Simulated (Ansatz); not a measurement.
Write the native input for Ansatz 0.2.0 that does the following.

- Task: band structure
- Functional: PBE
- Potentials or basis: Ansatz PAW
- Cutoff: 420 eV (not typed: the program's choice for these potentials)
- k mesh: 9 × 9 × 6
- Occupations: fermi-dirac, width 0.05 eV
- Spin: collinear spin, ferromagnetic start
- Starting moments: [0.0, 2.0, 0.0, 0.0] μB
- Path: [["G", "X", "M", "G", "Z", "R", "A", "Z"], ["X", "R"], ["M", "A"]]
- Points for each segment of the path: 14

The system is TaVN2.

```xyz
4
Lattice="3.0499 0.0000 0.0000 0.0000 3.0499 0.0000 0.0000 0.0000 4.2961" Properties=species:S:1:pos:R:3 pbc="T T T"
Ta    0.0000    0.0000    0.0000
V     1.5249    1.5249    2.1480
N     1.5249    1.5249    0.0000
N     0.0000    0.0000    2.1480
```

The cell comes from a database or a generator and needn't be the stable form of this composition.

These files were run (other wordings do the same):

input.yaml

```yaml
crystal:
  lattice:
    - [3.049867, 0.0, 0.0]
    - [0.0, 3.049867, 0.0]
    - [0.0, 0.0, 4.296062]
  atoms:
    - { symbol: Ta, position: [0.0, 0.0, 0.0] }
    - { symbol: V, position: [0.5, 0.5, 0.5], spin: 2.0 }
    - { symbol: "N", position: [0.5, 0.5, 0.0] }
    - { symbol: "N", position: [0.0, 0.0, 0.5] }
hamiltonian:
  xc: pbe
  pseudopotentials: { kind: paw }
magnetization:
  spin_polarized: true
kpoints:
  mp_grid: { grid: [9, 9, 6] }
  band_path:
    path:
      - [[0.0, 0.0, 0.0], [0.0, 0.5, 0.0], [0.5, 0.5, 0.0], [0.0, 0.0, 0.0], [0.0, 0.0, 0.5], [0.0, 0.5, 0.5], [0.5, 0.5, 0.5], [0.0, 0.0, 0.5]]
      - [[0.0, 0.5, 0.0], [0.0, 0.5, 0.5]]
      - [[0.5, 0.5, 0.0], [0.5, 0.5, 0.5]]
    npoints: 14
scf:
  occupations: { method: fermi_dirac, width: 0.05 }
  n_extra_bands: 10
output:
  forces: true
  stress: true
  eigenvalues: true
  fatbands: true
  write_density: true
  write_potential: true
  elf: true
  volumetric_format: npy
```

Potentials or basis: Ansatz PAW.

Run with:

```console
$ ansatz run input.yaml --threads 2 --pin off --max-ram 5632MiB --backend cpu --events-out ev --progress --plain --runs-dir out
```

It gave:

```yaml
Pressure: -0.8 GPa
Band_gap_on_the_k_mesh: none (metal or under the smearing width)
Net_moment: 1.14 μB per cell
Absolute_moment: 1.30 μB per cell
Site_moments: Ta -0.03; V +0.94; N +0.02, +0.03 μB
```

Caveat: the pressure holds a Pulay correction of +0.5 GPa for the finite cutoff; spin-orbit coupling is left out, which moves the levels of the heavy elements.

Run time: 12 s on 2 threads of Arm Neoverse V2 (shared host), peak memory 0.41 GiB.
